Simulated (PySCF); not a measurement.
# C2H8GeO2 (Ge(OH)2Me2): the cost of one run

Computed with PySCF 2.14.0, with density-fitted response routines of our own, on a single molecule in the gas phase. Atoms count from 0, in the outputs and in this text.

## 1. Starting geometry

13 atoms, charge 0, multiplicity 1; geometry from: GFN2-xTB. The atoms were then displaced at random by about 0.03 Å, so the start is not that level's minimum.

Bonds of the start (Å): Ge0–O1 1.74, Ge0–O3 1.82, Ge0–C5 2.10, Ge0–C9 1.95, O1–H2 0.93, O3–H4 0.91, C5–H6 1.10, C5–H7 1.03, C5–H8 1.02, C9–H10 1.10, C9–H11 1.09, C9–H12 1.14.

## 2. Geometry optimisation at PBE0-D3(BJ)/def2-SVP

The job: settings as JSON, then the geometry in Å.

```
{"job": {"xc": "PBE0", "basis": "def2-SVP", "d3": "d3bj", "grid": 1, "maxiter": 40, "shake": 0.03, "kind": "geom"}, "charge": 0, "multiplicity": 1}
Ge     0.290030    -0.078010     0.168930
O      0.282990    -0.110850     1.913240
H      0.652140     0.631680     2.340270
O      2.008790     0.096260    -0.398010
H      2.468190    -0.646190    -0.141940
C     -0.569440     1.725310    -0.464280
H      0.098370     2.532410    -0.138740
H     -1.507640     1.860570    -0.062040
H     -0.625020     1.741670    -1.480930
C     -0.629050    -1.718960    -0.339960
H     -1.698930    -1.712080    -0.080950
H     -0.126960    -2.531640     0.174940
H     -0.612830    -1.842290    -1.468320
```

On the command line:

```bash
> OMP_NUM_THREADS=1 python probes_run.py task.json out
```

One launch serves the whole session: the jobs run in the order shown.

**Question.** How long does this first job take on 1 thread of Arm Neoverse V2, shared host, and how much memory does it need?

About 41 s, with a peak of 0.47 GiB.
